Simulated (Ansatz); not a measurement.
# As (Arsenolamprite): the cost of one run

Program: Ansatz 0.2.0. Level of theory: DFT PBEsol, scalar-relativistic, plane waves, PAW. These are calculated values, not measurements.

2 further runs of the same task are left out: 2 set aside as unsound or not needed.

## (1) Starting point

The structure is orthorhombic, space group Cmce (No. 64). The conventional cell has a = 3.727 Å, b = 10.868 Å, c = 4.298 Å, α = 90.00°, β = 90.00°, γ = 90.00°. As (site symmetry m) has 3 As at 2.48 to 2.50 Å as nearest neighbours.

As a file:

```
As
1.0
     1.86331   -5.43407    0.00000
     1.86331    5.43407    0.00000
     0.00000    0.00000    4.29822
As
4
Direct
  0.11189 0.88811 0.05606
  0.61189 0.38811 0.44394
  0.88811 0.11189 0.94394
  0.38811 0.61189 0.55606
```

This cell was relaxed beforehand with the same method: volume 21.76 Å³/atom, gap on the mesh none (metal).

## (2) Tight relaxation for the response runs, with the smearing for a metal

Response functions are second derivatives at a minimum, so forces and stress are first brought close to zero on the mesh and occupations that the response runs use.

The input, input.yaml:

```yaml
crystal:
  lattice:
    - [1.8633069638, -5.4340667283, 0.0]
    - [1.8633069638, 5.4340667283, 0.0]
    - [0.0, 0.0, 4.2982247134]
  atoms:
    - { symbol: As, position: [0.1118882061, 0.8881117939, 0.056057884] }
    - { symbol: As, position: [0.6118882061, 0.3881117939, 0.443942116] }
    - { symbol: As, position: [0.8881117939, 0.1118882061, 0.943942116] }
    - { symbol: As, position: [0.3881117939, 0.6118882061, 0.556057884] }
basis:
  ecutwfc: 420
kpoints:
  mp_grid: { grid: [12, 12, 10] }
hamiltonian:
  xc: pbesol
scf:
  occupations: { method: fermi_dirac, width: 0.15 }
output:
  forces: true
  stress: true
  eigenvalues: true
relax:
  adjacent_minimum: "off"
  f_tol: 0.001
  max_steps: 60
  cell: { stress_tol: 0.01 }
```

Launch:

```bash
$ ansatz run input.yaml --threads 2 --pin off --max-ram 5120MiB --backend cpu --events-out ev --progress --plain --runs-dir out
```

**Question.** How long does this run take on 2 threads of Intel Xeon 6975P-C (Granite Rapids), shared host, and how much memory does it need?

About 60 s, with a peak of 0.88 GiB.
